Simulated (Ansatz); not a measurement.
**AsH+ (doublet): B97M-V, PBE0 over a scan of the distance As1–H2, cc-pVTZ**

Aim: run AsH+ (doublet) with these functionals over a scan of the distance As1–H2, and hold them against the top wave-function level at the same points.

Program: Ansatz 0.2.0, Gaussian basis. Level of theory: cc-pVTZ, all electrons in the functionals. These are calculated values, not measurements.

To be run: B97M-V, PBE0, at 1.256 Å; 1.368 Å; 1.535 Å; 1.658 Å; 1.902 Å; 2.135 Å; 2.426 Å; 2.817 Å; 3.310 Å; 4.081 Å; 5.241 Å.

16 further runs of the same task are left out: 13 that didn't finish, 3 set aside as unsound or not needed.

### 1 The geometry

The geometry derives from a PBE0/def2-TZVP stationary point (not a proven minimum). One bond is set to the value named and the two fragments are kept rigid. No spin-orbit coupling is included. The filled d shell of As may be among the frozen orbitals whatever the setting's name suggests; the logs give the count.

2 atoms, charge 1, spin multiplicity 2.

Atoms are counted from 1 here; the program's logs count them from 0.

Bond lengths: As1–H2 1.535 Å.

No dispersion term is added; B97M-V holds VV10 nonlocal correlation.

The geometry shown and the zero of energy belong to the point 1.535 Å. The yardstick, FCI, and other wave-function levels (R restricted, U unrestricted, valence and pair active spaces) come from earlier runs.

### 2 B97M-V, 1.256 Å

in.yaml reads:

```yaml
crystal:
  periodic: [false, false, false]
  atoms:
    - {symbol: As, position_ang: [0.000000, 0.000000, 0.000000]}
    - {symbol: H, position_ang: [0.000000, 0.000000, 1.256000]}
basis:
  gaussian: {orbitals: cc-pVTZ}
total_charge: 1
magnetization: {spin_polarized: true, initial_magnetization: 1}
hamiltonian: {xc: {name: B97M-V}}
```

Launch:

```console
$ ansatz run in.yaml --threads 1 --pin off --events-out ev --progress --plain --max-ram 2393MiB
```

The runs that follow: B97M-V, 1.368 Å; B97M-V, 1.535 Å; B97M-V, 1.658 Å; B97M-V, 1.902 Å; B97M-V, 2.135 Å; B97M-V, 2.426 Å; B97M-V, 2.817 Å; B97M-V, 3.310 Å; B97M-V, 4.081 Å; B97M-V, 5.241 Å; PBE0, 1.256 Å; PBE0, 1.368 Å; PBE0, 1.535 Å; PBE0, 1.658 Å; PBE0, 1.902 Å; PBE0, 2.135 Å; PBE0, 2.426 Å; PBE0, 2.817 Å; PBE0, 3.310 Å; PBE0, 4.081 Å; PBE0, 5.241 Å.

Q: Predict the results of all the runs planned. Wanted: span of the FCI curve; largest miss, B97M-V; largest miss, PBE0.

As calculated:

| quantity | value |
| --- | --- |
| span of the FCI curve | 3.059 eV |
| largest miss, B97M-V | +0.122 eV (2.426 Å) |
| largest miss, PBE0 | +0.146 eV (2.426 Å) |

What this shows: Of the functionals, B97M-V keep the smallest largest miss at the points compared (at most 0.122 eV) and PBE0 strays most (0.146 eV, at 2.426 Å). B97M-V, PBE0 clearly break the spin symmetry at some points (⟨S²⟩ up to 1.00 above the pure value), so energy there is bought with a mixed spin. Functionals and the yardstick converge differently with the basis, so part of each miss in cc-pVTZ is the basis.
